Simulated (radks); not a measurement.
**O in [He] 2s2 2p4: an all-electron calculation**

One table from this session's results is given with a row withheld; the runs are named, their logs left out.

Method: scalar-relativistic Kohn-Sham, r2SCAN, spin-polarised, spherical densities, finite nucleus; open shells are filled with parallel spins first. Code: radks (a radial shooting solver on a logarithmic mesh, Libxc functionals) version 1.

## Starting point

* element: oxygen (Z = 8)
* charge: 0
* electrons: 8
* configuration: [He] 2s2 2p4
* nuclear rms radius: 2.6991 fm

The outer shells:

O
```
[He] core
2s [↑↓]
2p [↑↓][↑ ][↑ ]
```

Set-up of the first run:

The run's settings:

```text
Z 8
configuration [He] 2s2 2p4 3s0 3p0 3d0
relativity scalar-relativistic
functional r2scan,r2scan
spin polarised
nucleus finite rms 2.6991 fm
c 137.035999084
```

One of the session's tables, all rows but one given; the rest of the session is left out.

It belongs to the step «Orbitals and density». From the orbitals of this run (lengths in bohr):

| level | <r> | outermost maximum (interpolated) | 90 % within |
| --- | --- | --- | --- |
| 1s up | 0.1996 | 0.129 | 0.357 |
| 1s down | 0.1988 | 0.129 | 0.356 |
| 2s up | 1.123 | 0.864 | 1.80 |
| 2s down | 1.166 | 0.882 | 1.89 |
| 2p up | 1.213 | 0.812 | 2.10 |
| 2p down | ? | ? | ? |

Q: Estimate the row for 2p down from the others.

The run gave: <r>: 1.354; outermost maximum (interpolated): 0.855; 90 % within: 2.40. In the column «<r>» it is the highest.

Limits of these values: Open shells are spherical and high-spin; term and fine-structure splittings are not resolved.
